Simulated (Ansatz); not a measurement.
**BBr3: small, medium and large basis sets**

Aim: see how fast density functionals converge with the basis set for BBr3.

Program: Ansatz 0.2.0, Gaussian basis. Level of theory: one geometry, several basis sets. These are calculated values, not measurements.

Levels to be run: PBE0-D4/def2-SVP; ωB97M-V/def2-SVP; PBE0-D4/def2-QZVPP; ωB97M-V/def2-QZVPP; the functionals' def2-TZVPP values are taken from earlier runs.

## Step 1: Structure used throughout

The geometry comes from an earlier relaxation with PBE0-D4/def2-TZVP; it is a stationary point.

SMILES `BrB(Br)Br`, 4 atoms, charge 0, spin multiplicity 1.

Atoms are counted from 1 here; the program's logs count them from 0.

Bond lengths: Br1–B2 1.896 Å, B2–Br3 1.896 Å, B2–Br4 1.896 Å. Angles: Br1–B2–Br3 120.0°, Br1–B2–Br4 120.0°, Br3–B2–Br4 120.0°.

## Step 2: PBE0-D4 in def2-SVP

Input file in.yaml:

```yaml
crystal:
  periodic: [false, false, false]
  atoms:
    - {symbol: Br, position_ang: [-1.527283, -0.956098, 0.573859]}
    - {symbol: B, position_ang: [0.013948, -0.015085, -0.005058]}
    - {symbol: Br, position_ang: [1.717965, -0.463934, 0.695663]}
    - {symbol: Br, position_ang: [-0.149030, 1.374817, -1.284763]}
basis:
  gaussian: {orbitals: def2-SVP}
hamiltonian: {xc: pbe0, dispersion: d4}
output: {orbitals: {seedname: orbitals}}
```

Started as:

```sh
$ ansatz run in.yaml --threads 4 --pin off --events-out ev --progress --plain --max-ram 10444MiB
```

After this run come: ωB97M-V in def2-SVP; PBE0-D4 in def2-QZVPP; ωB97M-V in def2-QZVPP.

Q: Predict the results of all the runs planned. Wanted: PBE0-D4: double and triple zeta above quadruple; ωB97M-V: double and triple zeta above quadruple.

As calculated:

```
                                       quantity           value
PBE0-D4: double and triple zeta above quadruple  30.37, 4.31 eV
ωB97M-V: double and triple zeta above quadruple  30.09, 4.15 eV
```

In words: PBE0-D4 gains 26.06 eV from double to triple zeta, then 4.31 eV more. Total energies overstate the basis error of differences, where much of it tends to cancel.
